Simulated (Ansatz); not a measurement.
# UHF/cc-pVDZ run of GeNH3Cl (SMILES [NH2][GeH][Cl])

Aim: the energy change on altering one bond length of GeNH3Cl at UHF/cc-pVDZ, from 2 runs. 

The calculation is run with Ansatz 0.2.0.

72 further runs of the same task are left out: 72 set aside as unsound or not needed.

## (1) The system as given

GeNH3Cl: 6 atoms, total charge 0, spin state doublet. SMILES: `[NH2][GeH][Cl]`. Geometry: relaxed at PBE0-D4/def2-TZVP. This is one conformer, not always the lowest.

Bond lengths: N1–Ge2 1.836 Å, Ge2–Cl3 2.169 Å, N1–H4 1.011 Å, N1–H5 1.011 Å, Ge2–H6 1.560 Å. Angles: N1–Ge2–Cl3 104.1°, N1–Ge2–H6 106.5°, Cl3–Ge2–H6 107.8°, Ge2–N1–H4 115.7°, Ge2–N1–H5 115.6°, H4–N1–H5 109.9°.

## (2) A single-point energy at UHF/cc-pVDZ

The input, input.yaml:

```yaml
crystal:
  periodic: [false, false, false]
  atoms:
    - {symbol: "N", position_ang: [-0.446300, 0.317900, -0.788300]}
    - {symbol: Ge, position_ang: [0.075400, -0.151000, 0.908100]}
    - {symbol: Cl, position_ang: [1.243000, -1.956900, 0.623300]}
    - {symbol: H, position_ang: [-0.984500, 1.171200, -0.861400]}
    - {symbol: H, position_ang: [-0.888700, -0.414300, -1.327200]}
    - {symbol: H, position_ang: [1.043200, 0.969100, 1.399300]}
basis:
  gaussian: {orbitals: cc-pVDZ}
accuracy: high
output: {orbitals: {seedname: orbitals}}
hamiltonian: {xc: hf}
magnetization: {spin_polarized: true, initial_magnetization: 1}
```

Command:

```
$ ansatz run input.yaml --threads 1 --pin off --max-ram 3480MiB --events-out events.jsonl --progress --plain --runs-dir runs
```

Standard output:

```text
Warning: RAYON_NUM_THREADS=1 ignored (pool sized by the plan → 1); use --threads N
Functional definition: HF
  name "HF"
  exchange = exact_x
  correlation = 0
1672 factors; integrals over basis functions are off by at most 4.7e-9 eV
mean field evaluation 1: about -70504.0118 eV, gradient 2.1e1 eV
mean field evaluation 2: about -70504.0224 eV, gradient 2.1e1 eV
mean field evaluation 4: about -70506.3489 eV, gradient 2.2e0 eV
mean field evaluation 8: about -70506.4159 eV, gradient 2.9e-3 eV
mean field -70506.41586037 eV, -2591.0629919034 hartree, gradient 2.7e-8 eV, S^2 0.760743; 0 other end points of the search recorded, 0 dependent functions left out
reference -70506.41586037 eV, -2591.0629919034 hartree; 30, 29 occupied and 44, 45 virtual orbitals, 1672 factors
Total energy: -70506.41586037 eV, -2591.0629919034 hartree
```

Run time: 4.5 s. Hardware: 1 thread of Arm Neoverse V1, shared host; peak memory 0.28 GiB.

## (3) The distorted shape, same level

The input, input.yaml:

```yaml
basis:
  gaussian: {orbitals: cc-pVDZ}
crystal:
  periodic: [false, false, false]
  atoms:
    - symbol: N
      position_ang: [-0.313572, 0.537573, -0.626620]
    - symbol: Ge
      position_ang: [0.208128, 0.068673, 1.069780]
    - symbol: Cl
      position_ang: [1.375728, -1.737227, 0.784980]
    - symbol: H
      position_ang: [-0.851772, 1.390873, -0.699720]
    - symbol: H
      position_ang: [-0.888700, -0.414300, -1.327200]
    - symbol: H
      position_ang: [1.175928, 1.188773, 1.560980]
magnetization: {spin_polarized: true, initial_magnetization: 1}
hamiltonian: {xc: hf}
accuracy: high
output: {orbitals: {seedname: orbitals}}
```

Command:

```
$ ansatz run input.yaml --threads 1 --pin off --max-ram 3480MiB --events-out events.jsonl --progress --plain --runs-dir runs
```

Standard output:

```text
Warning: RAYON_NUM_THREADS=1 ignored (pool sized by the plan → 1); use --threads N
Functional definition: HF
  name "HF"
  exchange = exact_x
  correlation = 0
1677 factors; integrals over basis functions are off by at most 4.4e-9 eV
mean field evaluation 1: about -70502.7553 eV, gradient 2.0e1 eV
mean field evaluation 2: about -70502.7913 eV, gradient 2.0e1 eV
mean field evaluation 4: about -70505.0048 eV, gradient 2.3e0 eV
mean field evaluation 8: about -70505.0828 eV, gradient 1.5e-1 eV
mean field evaluation 16: about -70505.0837 eV, gradient 2.7e-8 eV
mean field evaluation 32: about -70505.0319 eV, gradient 3.0e-1 eV
mean field -70505.08366102 eV, -2591.0140344804 hartree, gradient 2.7e-8 eV, S^2 0.763298; 0 other end points of the search recorded, 0 dependent functions left out
reference -70505.08366102 eV, -2591.0140344804 hartree; 30, 29 occupied and 44, 45 virtual orbitals, 1677 factors
Total energy: -70505.08366102 eV, -2591.0140344804 hartree
```

Wall time 5.4 s (1 thread of Arm Neoverse V1, shared host); peak memory 0.27 GiB.

## (4) Results

Level: UHF/cc-pVDZ.

```
                                                         quantity           value
                                        first shape: total energy  -2591.06299 Eh
                  first shape: HOMO energy (highest over α and β)        -9.02 eV
                   first shape: LUMO energy (lowest over α and β)         0.87 eV
                                                first shape: ⟨S²⟩           0.761
                                    distorted shape: total energy  -2591.01403 Eh
              distorted shape: HOMO energy (highest over α and β)        -9.00 eV
               distorted shape: LUMO energy (lowest over α and β)         0.91 eV
                                            distorted shape: ⟨S²⟩           0.763
energy change with the N1–H5 bond stretched from 1.011 to 1.314 Å        1.332 eV
```

With the N1–H5 bond stretched from 1.011 to 1.314 Å the energy rises by 1.33 eV (31 kcal/mol). The first shape isn't relaxed at this level, so the change isn't measured from a minimum.
